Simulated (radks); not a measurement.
# Sc⁺ in [Ne] 3s2 3p5 3d1 4s1 4p1: an all-electron calculation

The task here is to estimate one member of a computed series from the others.

Method: scalar-relativistic Kohn-Sham, r2SCAN, spin-polarised, spherical densities, finite nucleus; open shells are filled with parallel spins first. Code: radks (a radial shooting solver on a logarithmic mesh, Libxc functionals) version 1.

### The atom as given

```
element            : scandium (Z = 21)
charge             : +1
electrons          : 20
configuration      : [Ne] 3s2 3p5 3d1 4s1 4p1
nuclear rms radius : 3.5459 fm
```

The outer shells:

Sc⁺
```
[Ne] core
3s [↑↓]
3p [↑↓][↑↓][↑ ]
3d [↑ ][  ][  ][  ][  ]
4s [↑ ]
4p [↑ ][  ][  ]
```

Set-up of the first run:

Input:

```text
Z 21
configuration [Ne] 3s2 3p5 3d1 4s1 4p1
relativity scalar-relativistic
functional r2scan,r2scan
spin polarised
nucleus finite rms 3.5459 fm
c 137.035999084
```

Run with:

```console
> python run_ks.py task.json out
```

All runs below come from this command, one after another.

One of the session's tables, all rows but one given; the rest of the session is left out.

It belongs to the step «Orbitals and density». Sizes of the orbitals, from the radial functions (bohr):

```
  level      <r>  outermost maximum (interpolated)  90 % within  nodes
  1s up  0.07305                            0.0478        0.130      0
1s down  0.07305                            0.0478        0.130      0
  2s up        ?                                 ?            ?      ?
2s down   0.3421                             0.283        0.532      1
  2p up   0.3071                             0.232        0.505      0
2p down   0.3069                             0.232        0.505      0
  3s up    1.053                             0.917         1.57      2
3s down    1.061                             0.921         1.58      2
  3p up    1.130                             0.954         1.72      1
3p down    1.137                             0.959         1.74      1
  3d up    1.432                              1.01         2.41      0
3d down    1.425                              1.02         2.40      0
  4s up    3.076                              2.72         4.47      3
  4p up    3.578                              3.16         5.23      2
```

Q: Estimate the row for 2s up from the others.

As computed: <r>: 0.3424; outermost maximum (interpolated): 0.283; 90 % within: 0.532; nodes: 1. In the column «<r>» it lies between 2s down (0.3421) and 3s up (1.053).
